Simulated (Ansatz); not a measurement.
**TaCl₂F₃: one species, many methods**

One table from this session's results is given with a row withheld; the runs are named, their logs left out.

The runs use Ansatz 0.2.0, Gaussian basis; functionals in def2-TZVPP, the program's frozen cores in correlated methods.

Plan: LDA (SPW92), PBE-D4, revPBE-D4, BLYP-D4, r2SCAN-D4, B97M-V, PBE0-D4, B3LYP-D4, r2SCANh-D4, r2SCAN0-D4, HSE06-D4, BHLYP-D4, CAM-B3LYP-D4, LC-ωPBE, ωB97X-V, ωB97M-V, B2PLYP, PBE-QIDH; CCSD(T)/def2-SVP; CCSD(T)/def2-TZVPP; MP2/def2-QZVPP; extrapolation to the limit; RPA on PBE.

## The geometry

All runs share one geometry, relaxed beforehand with PBE0-D4 in a triple-zeta def2 set. Ta takes the def2 core potential; no spin-orbit term is included.

SMILES `[F][Ta]([F])([F])([Cl])[Cl]`, 6 atoms, charge 0, spin multiplicity 1.

Atoms are counted from 1 here; the program's logs count them from 0.

Bond lengths: F1–Ta2 1.875 Å, Ta2–F3 1.847 Å, Ta2–F4 1.875 Å, Ta2–Cl5 2.273 Å, Ta2–Cl6 2.273 Å. Angles: F1–Ta2–F3 87.6°, F1–Ta2–F4 175.1°, F1–Ta2–Cl5 91.3°, F1–Ta2–Cl6 91.3°, F3–Ta2–F4 87.6°, F3–Ta2–Cl5 121.5°, F3–Ta2–Cl6 121.5°, F4–Ta2–Cl5 91.3°, F4–Ta2–Cl6 91.3°, Cl5–Ta2–Cl6 117.0°.

As a file:

```mol
Cl2F3Ta
  3D, bonds by distance, orders not assigned

  6  5  0  0  0  0  0  0  0  0999 V2000
   -1.1650    0.6704   -1.3080 F   0  0
   -0.0361   -0.0538    0.0019 Ta  0  0
   -1.3261   -1.3446    0.2880 F   0  0
    0.9819   -0.8891    1.3363 F   0  0
    1.6243   -0.3504   -1.5211 Cl  0  0
   -0.0368    1.9034    1.1568 Cl  0  0
  1  2  8  0
  2  3  8  0
  2  4  8  0
  2  5  8  0
  2  6  8  0
M  END
```

Set-up of the first run:

Contents of in.yaml:

```yaml
crystal:
  periodic: [false, false, false]
  atoms:
    - {symbol: F, position_ang: [-1.165033, 0.670439, -1.307969]}
    - {symbol: Ta, position_ang: [-0.036072, -0.053795, 0.001881]}
    - {symbol: F, position_ang: [-1.326129, -1.344614, 0.287996]}
    - {symbol: F, position_ang: [0.981889, -0.889144, 1.336314]}
    - {symbol: Cl, position_ang: [1.624331, -0.350411, -1.521135]}
    - {symbol: Cl, position_ang: [-0.036787, 1.903424, 1.156812]}
basis:
  gaussian: {orbitals: def2-TZVPP}
hamiltonian: {xc: lda}
output: {orbitals: {seedname: orbitals}}
```

Steps of the session up to this table: LDA; PBE-D4 (GGA); revPBE-D4 (GGA); BLYP-D4 (GGA); r2SCAN-D4 (meta-GGA); B97M-V (meta-GGA); PBE0-D4 (hybrid); B3LYP-D4 (hybrid); r2SCANh-D4 (hybrid); r2SCAN0-D4 (hybrid); HSE06-D4 (hybrid); BHLYP-D4 (hybrid); CAM-B3LYP-D4 (range-separated); LC-ωPBE-D4 (range-separated; the results give it without D4); ωB97X-V (range-separated); ωB97M-V (range-separated); B2PLYP (double hybrid); PBE-QIDH (double hybrid).

One table of the session follows, with a row left open; its other results are not shown here.

It belongs to the step «Frontier levels by functional». 

```
  functional  HOMO (eV)  LUMO (eV)  gap (eV)
 LDA (SPW92)      -8.88      -3.92      4.96
      PBE-D4          ?          ?         ?
   revPBE-D4      -8.61      -3.56      5.06
     BLYP-D4      -8.53      -3.54      4.99
   r2SCAN-D4      -9.11      -3.60      5.51
      B97M-V      -9.20      -3.54      5.65
     PBE0-D4     -10.24      -2.92      7.32
    B3LYP-D4      -9.94      -3.14      6.80
  r2SCANh-D4      -9.68      -3.32      6.36
  r2SCAN0-D4     -10.52      -2.87      7.65
    HSE06-D4      -9.83      -3.30      6.53
    BHLYP-D4     -11.63      -2.00      9.63
CAM-B3LYP-D4     -11.63      -1.81      9.82
     LC-ωPBE     -13.04      -0.61     12.43
     ωB97X-V     -12.66      -0.69     11.97
     ωB97M-V     -12.51      -0.71     11.80
```

Estimate the missing values for PBE-D4.

**Answer.** HOMO (eV): -8.68; LUMO (eV): -3.65; gap (eV): 5.03. In the column «HOMO (eV)» it lies between LDA (SPW92) (-8.88) and revPBE-D4 (-8.61).
